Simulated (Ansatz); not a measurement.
# GdO in Ansatz: the effect of Hubbard term

GdO:

```
CELL_PARAMETERS angstrom
3.11330 0.00000 0.00000
-1.55665 2.69620 0.00000
0.00000 0.00000 3.03843
ATOMIC_POSITIONS crystal
Gd 0.00000 0.00000 0.00000
O 0.66667 0.33333 0.50000
```

The cell comes from a database or a generator and needn't be the stable form of this composition.

Alike in all runs:

* Program: Ansatz 0.2.0
* Task: band structure
* Functional: LDA
* Potentials or basis: Ansatz PAW
* Cutoff: 420 eV (not typed: the program's choice for these potentials)
* k mesh: 10 × 10 × 9
* Occupations: fermi-dirac, width 0.05 eV
* Spin: collinear spin, ferromagnetic start
* Starting moments: [7.0, 0.0] μB
* Path: [["G", "M", "K", "G", "A", "L", "H", "A"], ["L", "M"], ["K", "H"]]
* Points for each segment of the path: 14
* Hubbard projectors: ortho-atomic (the default)
* Double counting: fll (the default)

```tsv
Hubbard term	pressure (GPa)	moment (μB)
none	16.7	6.96
Gd f U = 1 eV	?	?
Gd f U = 2 eV	18.6	7.30
Gd f U = 3 eV	19.4	7.38
Gd f U = 4 eV	20.1	7.43
Gd f U = 5 eV	20.6	7.46
Gd f U = 6 eV	21.1	7.48
Gd f U = 8 eV	21.9	7.50
```

Q: What does the run with Hubbard term Gd f U = 1 eV give?

A: Pressure 17.7 GPa; moment 7.13 μB.

Worked out: A parabola through the other rows of the pressure, of slope 0.929 GPa per eV there, gives 17.7 GPa, against the run's 17.7. A parabola through the other rows of the moment, of slope 0.138 μB per eV there, gives 7.13 μB, against the run's 7.13.

Caveats: a cell with one magnetic atom can't hold antiferromagnetic order, which such compounds often take; the PAW data sets come from PBE, with cores solved anew for the run's functional, which leaves a small shift of forces and pressure; the magnetic or orbital state may not be the lowest (some runs).

Runs at the PBE level aren't shown here.
